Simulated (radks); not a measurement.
# Cs²⁺ in [Kr] 4d10 5s2 5p5: an all-electron calculation

Aim: the levels, the sizes of the orbitals and the parts of the energy of the caesium ion Cs2+.

The numbers are computed with radks (a radial shooting solver on a logarithmic mesh, Libxc functionals) version 1 (scalar-relativistic Kohn-Sham, revPBE, spin-unpolarised, spherical densities, point nucleus), except any that are marked as measured or tabulated.

### 1 What is computed

- element: caesium (Z = 55)
- charge: +2
- electrons: 53
- configuration: [Kr] 4d10 5s2 5p5

The outer shells:

Cs²⁺
```
[Kr] core
4d [↑↓][↑↓][↑↓][↑↓][↑↓]
5s [↑↓]
5p [↑↓][↑↓][↑ ]
```

### 2 Self-consistent calculation

Input:

```text
Z 55
configuration [Kr] 4d10 5s2 5p5 6s0 4f0
relativity scalar-relativistic
functional pbe_r,pbe
spin unpolarised
nucleus point
c 137.035999084
```

**Question.** What will this run give?

As calculated:

| quantity | value |
| --- | --- |
| total energy | -7786.1801 hartree |
| exchange-correlation share of it | 2.46 % |
| −T/E | 1.0537 |
| highest occupied level | 5p, -28.735 eV |
| most extended occupied level | 5p, <r> = 1.99 bohr |
| radius at density 0.001 e/bohr³ | 3.80 bohr |
| maxima of the radial density | 4 |
| ionisation energy, NIST | 33.195 (semi-emp.) eV |

What this shows: 5 principal shells are occupied and 4 maxima appear in the radial density; where shells overlap, one shows as a shoulder or not at all. −T/E is 1.054: with relativity the kinetic term as defined here no longer equals −E. Minus the highest eigenvalue, 28.735 eV, is 87 % of the tabulated ionisation energy (33.195 eV); the potential of a semilocal functional falls off too fast, so its top eigenvalue is too shallow. Spin polarisation and multiplet splitting are left out. Spin-orbit splitting is averaged out at the scalar-relativistic level.
